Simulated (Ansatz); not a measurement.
The system is ScSi2.

```xyz
3
Lattice="3.6600 0.0000 0.0000 -1.8300 3.1697 0.0000 0.0000 0.0000 3.8700" Properties=species:S:1:pos:R:3 pbc="T T T"
Sc    0.0000    0.0000    0.0000
Si    1.8300    1.0566    1.9350
Si    0.0000    2.1131    1.9350
```

```yaml
Program: Ansatz 0.2.0
Task: relaxation of cell and atoms
Functional: PBEsol
Dispersion: D4
Potentials_or_basis: Ansatz PAW
Cutoff: "420 eV (not typed: the program's choice for these potentials)"
k_mesh: 8 × 8 × 7
Occupations: gaussian, width 0.05 eV
Spin: no spin polarisation
```

At the start: volume 14.97 Å³/atom.

Question: Where does the relaxation end?

Answer: It ends after 9 steps and the volume is 16.04 Å³/atom (+7.2 %); space group P6/mmm (No. 191, to 0.05 Å).

The path:
```tsv
step	energy change (eV)	largest force (eV/Å)	volume (Å³)
1	0.0000	0.0000	44.90
2	-0.5729	0.0000	47.42
3	-0.6719	0.0000	46.97
4	-0.6973	0.0000	47.96
5	-0.6974	0.0000	48.13
6	-0.6974	0.0000	48.09
7	-0.7014	0.0000	48.09
8	-0.7014	0.0000	48.13
9	-0.7014	0.0000	48.13
```

Final structure:
```
Sc Si
1.0
     3.98420    0.00000    0.00000
    -1.99210    3.45042    0.00000
     0.00000    0.00000    3.50093
Sc Si
1 2
Direct
  0.00000 0.00000 0.00000
  0.66667 0.33333 0.50000
  0.33333 0.66667 0.50000
```

Caveat: the plane-wave basis is chosen anew once the cell has moved, so the energies of steps on either side of that aren't comparable; the PAW data sets come from PBE, with cores solved anew for the run's functional, which leaves a small shift of forces and pressure.
